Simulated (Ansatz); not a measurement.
Born–Oppenheimer molecular dynamics of a periodic cell of 17 atoms, W8C8O (surface WC(001), adsorbate O). It goes on from the last frame of an earlier run, with new velocities.

Computed with DFT PBE, scalar-relativistic, plane waves, PAW (Ansatz). Settings: accuracy low, PAW set soft_1, cutoff 420 eV, k mesh 2x2x1, fermi-dirac smearing 0.05 eV, no spin polarisation.

* ensemble: NVE (velocity Verlet)
* time step: 1 fs
* steps asked: 160
* starting velocities drawn for: 1350 K
* atoms held: 1, 5, 9, 13
* seed: 765606

Frames 2 fs apart, positions in Å.

Velocities at 20.0 fs (Å/ps):

```
W 0.00 0.00 0.00
C -12.75 4.84 12.62
W -0.92 -3.57 0.96
C -1.16 -4.66 1.68
W 0.00 0.00 0.00
C 7.49 -13.67 -0.90
W -0.12 0.49 1.68
C -13.50 -8.44 2.44
W 0.00 0.00 0.00
C -19.92 6.85 -4.27
W -0.51 -1.99 -0.19
C -13.19 -11.77 8.38
W 0.00 0.00 0.00
C -0.25 -5.39 -1.08
W -2.13 1.78 0.92
C 17.26 1.45 16.23
O -0.35 8.75 8.25
```

```xyz
17
Lattice="5.7832 0.0000 0.0000 -2.8916 5.0084 0.0000 0.0000 0.0000 15.2447" Properties=species:S:1:pos:R:3 time_fs=20.0 energy_less_start_eV=0.425 T=1100
W 0.000 0.000 1.000
C 1.611 0.717 2.359
W 0.139 -0.108 3.868
C 1.736 0.708 5.345
W -1.446 2.504 1.000
C -0.062 3.321 2.344
W -1.310 2.466 3.845
C 0.145 3.116 5.093
W 2.892 0.000 1.000
C 4.307 0.680 2.211
W 2.982 0.017 3.950
C 3.260 -0.796 5.985
W 1.446 2.504 1.000
C 2.940 3.351 2.324
W 1.623 2.442 3.957
C 3.092 3.421 5.108
O -2.410 -0.630 7.208
17
Lattice="5.7832 0.0000 0.0000 -2.8916 5.0084 0.0000 0.0000 0.0000 15.2447" Properties=species:S:1:pos:R:3 time_fs=22.0 energy_less_start_eV=0.335 T=1154
W 0.000 0.000 1.000
C 1.583 0.729 2.385
W 0.137 -0.115 3.870
C 1.732 0.699 5.344
W -1.446 2.504 1.000
C -0.045 3.293 2.342
W -1.310 2.467 3.848
C 0.118 3.102 5.100
W 2.892 0.000 1.000
C 4.270 0.697 2.207
W 2.981 0.013 3.950
C 3.233 -0.821 6.010
W 1.446 2.504 1.000
C 2.940 3.340 2.323
W 1.619 2.446 3.959
C 3.127 3.422 5.139
O -2.410 -0.613 7.220
17
Lattice="5.7832 0.0000 0.0000 -2.8916 5.0084 0.0000 0.0000 0.0000 15.2447" Properties=species:S:1:pos:R:3 time_fs=24.0 energy_less_start_eV=0.152 T=1261
W 0.000 0.000 1.000
C 1.549 0.743 2.411
W 0.136 -0.122 3.872
C 1.725 0.692 5.333
W -1.446 2.504 1.000
C -0.024 3.267 2.340
W -1.311 2.467 3.852
C 0.091 3.096 5.113
W 2.892 0.000 1.000
C 4.239 0.720 2.210
W 2.980 0.008 3.949
C 3.205 -0.849 6.048
W 1.446 2.504 1.000
C 2.939 3.328 2.324
W 1.615 2.449 3.961
C 3.161 3.419 5.166
O -2.411 -0.596 7.224
17
Lattice="5.7832 0.0000 0.0000 -2.8916 5.0084 0.0000 0.0000 0.0000 15.2447" Properties=species:S:1:pos:R:3 time_fs=26.0 energy_less_start_eV=-0.045 T=1378
W 0.000 0.000 1.000
C 1.513 0.760 2.436
W 0.133 -0.128 3.874
C 1.715 0.686 5.314
W -1.446 2.504 1.000
C 0.000 3.242 2.338
W -1.312 2.468 3.855
C 0.067 3.099 5.133
W 2.892 0.000 1.000
C 4.215 0.748 2.220
W 2.980 0.004 3.947
C 3.174 -0.879 6.096
W 1.446 2.504 1.000
C 2.938 3.317 2.328
W 1.611 2.452 3.962
C 3.194 3.413 5.187
O -2.412 -0.580 7.222
17
Lattice="5.7832 0.0000 0.0000 -2.8916 5.0084 0.0000 0.0000 0.0000 15.2447" Properties=species:S:1:pos:R:3 time_fs=28.0 energy_less_start_eV=-0.198 T=1469
W 0.000 0.000 1.000
C 1.475 0.777 2.458
W 0.131 -0.133 3.877
C 1.703 0.683 5.287
W -1.446 2.504 1.000
C 0.025 3.221 2.337
W -1.313 2.469 3.858
C 0.046 3.110 5.160
W 2.892 0.000 1.000
C 4.199 0.780 2.236
W 2.979 -0.002 3.946
C 3.142 -0.915 6.146
W 1.446 2.504 1.000
C 2.937 3.307 2.333
W 1.607 2.455 3.964
C 3.225 3.404 5.202
O -2.412 -0.564 7.219
17
Lattice="5.7832 0.0000 0.0000 -2.8916 5.0084 0.0000 0.0000 0.0000 15.2447" Properties=species:S:1:pos:R:3 time_fs=30.0 energy_less_start_eV=-0.340 T=1554
W 0.000 0.000 1.000
C 1.438 0.796 2.476
W 0.129 -0.139 3.880
C 1.687 0.681 5.252
W -1.446 2.504 1.000
C 0.052 3.204 2.337
W -1.314 2.469 3.861
C 0.029 3.129 5.192
W 2.892 0.000 1.000
C 4.191 0.814 2.259
W 2.978 -0.007 3.944
C 3.106 -0.958 6.191
W 1.446 2.504 1.000
C 2.936 3.299 2.340
W 1.603 2.458 3.965
C 3.254 3.393 5.212
O -2.410 -0.545 7.221
17
Lattice="5.7832 0.0000 0.0000 -2.8916 5.0084 0.0000 0.0000 0.0000 15.2447" Properties=species:S:1:pos:R:3 time_fs=32.0 energy_less_start_eV=-0.453 T=1619
W 0.000 0.000 1.000
C 1.404 0.813 2.490
W 0.127 -0.143 3.884
C 1.668 0.681 5.209
W -1.446 2.504 1.000
C 0.078 3.191 2.338
W -1.316 2.469 3.863
C 0.017 3.153 5.227
W 2.892 0.000 1.000
C 4.191 0.849 2.285
W 2.978 -0.012 3.941
C 3.069 -1.008 6.230
W 1.446 2.504 1.000
C 2.936 3.292 2.348
W 1.599 2.460 3.967
C 3.279 3.381 5.215
O -2.406 -0.524 7.230
17
Lattice="5.7832 0.0000 0.0000 -2.8916 5.0084 0.0000 0.0000 0.0000 15.2447" Properties=species:S:1:pos:R:3 time_fs=34.0 energy_less_start_eV=-0.408 T=1594
W 0.000 0.000 1.000
C 1.373 0.830 2.498
W 0.124 -0.148 3.887
C 1.645 0.685 5.161
W -1.446 2.504 1.000
C 0.102 3.184 2.341
W -1.318 2.468 3.866
C 0.008 3.178 5.259
W 2.892 0.000 1.000
C 4.197 0.882 2.314
W 2.977 -0.018 3.938
C 3.032 -1.059 6.269
W 1.446 2.504 1.000
C 2.935 3.288 2.357
W 1.594 2.462 3.969
C 3.299 3.366 5.212
O -2.402 -0.502 7.243
17
Lattice="5.7832 0.0000 0.0000 -2.8916 5.0084 0.0000 0.0000 0.0000 15.2447" Properties=species:S:1:pos:R:3 time_fs=36.0 energy_less_start_eV=-0.295 T=1528
W 0.000 0.000 1.000
C 1.347 0.845 2.499
W 0.122 -0.152 3.891
C 1.619 0.691 5.109
W -1.446 2.504 1.000
C 0.122 3.183 2.346
W -1.321 2.468 3.869
C 0.001 3.199 5.282
W 2.892 0.000 1.000
C 4.208 0.913 2.345
W 2.977 -0.024 3.935
C 2.999 -1.104 6.319
W 1.446 2.504 1.000
C 2.936 3.287 2.366
W 1.590 2.464 3.970
C 3.315 3.350 5.205
O -2.399 -0.480 7.256
17
Lattice="5.7832 0.0000 0.0000 -2.8916 5.0084 0.0000 0.0000 0.0000 15.2447" Properties=species:S:1:pos:R:3 time_fs=38.0 energy_less_start_eV=-0.287 T=1522
W 0.000 0.000 1.000
C 1.327 0.858 2.495
W 0.119 -0.155 3.896
C 1.591 0.701 5.055
W -1.446 2.504 1.000
C 0.138 3.188 2.353
W -1.323 2.467 3.871
C -0.005 3.214 5.293
W 2.892 0.000 1.000
C 4.224 0.939 2.374
W 2.977 -0.030 3.931
C 2.974 -1.139 6.385
W 1.446 2.504 1.000
C 2.938 3.287 2.375
W 1.585 2.466 3.972
C 3.324 3.334 5.193
O -2.398 -0.460 7.268
17
Lattice="5.7832 0.0000 0.0000 -2.8916 5.0084 0.0000 0.0000 0.0000 15.2447" Properties=species:S:1:pos:R:3 time_fs=40.0 energy_less_start_eV=-0.262 T=1506
W 0.000 0.000 1.000
C 1.313 0.870 2.484
W 0.116 -0.158 3.900
C 1.560 0.713 5.002
W -1.446 2.504 1.000
C 0.148 3.201 2.362
W -1.325 2.466 3.874
C -0.009 3.224 5.293
W 2.892 0.000 1.000
C 4.244 0.959 2.402
W 2.976 -0.035 3.927
C 2.955 -1.165 6.461
W 1.446 2.504 1.000
C 2.941 3.290 2.383
W 1.581 2.467 3.974
C 3.327 3.317 5.178
O -2.400 -0.443 7.279
17
Lattice="5.7832 0.0000 0.0000 -2.8916 5.0084 0.0000 0.0000 0.0000 15.2447" Properties=species:S:1:pos:R:3 time_fs=42.0 energy_less_start_eV=-0.085 T=1402
W 0.000 0.000 1.000
C 1.305 0.879 2.467
W 0.112 -0.161 3.905
C 1.529 0.728 4.952
W -1.446 2.504 1.000
C 0.153 3.221 2.373
W -1.328 2.464 3.876
C -0.012 3.235 5.291
W 2.892 0.000 1.000
C 4.265 0.970 2.427
W 2.977 -0.041 3.922
C 2.943 -1.186 6.537
W 1.446 2.504 1.000
C 2.946 3.296 2.390
W 1.576 2.468 3.976
C 3.322 3.300 5.162
O -2.403 -0.428 7.293
```

Of the whole run (160 fs, mean temperature of the second half 1513 K): The conserved energy stayed within 0.36 meV per atom of its start (net change -0.045 meV per atom), so the integration is sound. A run of 0.16 ps of so small a system gives no equilibrium averages. Limits of this set-up: coarse k mesh, thin slab, slab without dipole correction, low accuracy level.

Run time: 18 min on 1 thread of Arm Neoverse V2, on a shared host, peak memory 0.68 GiB.
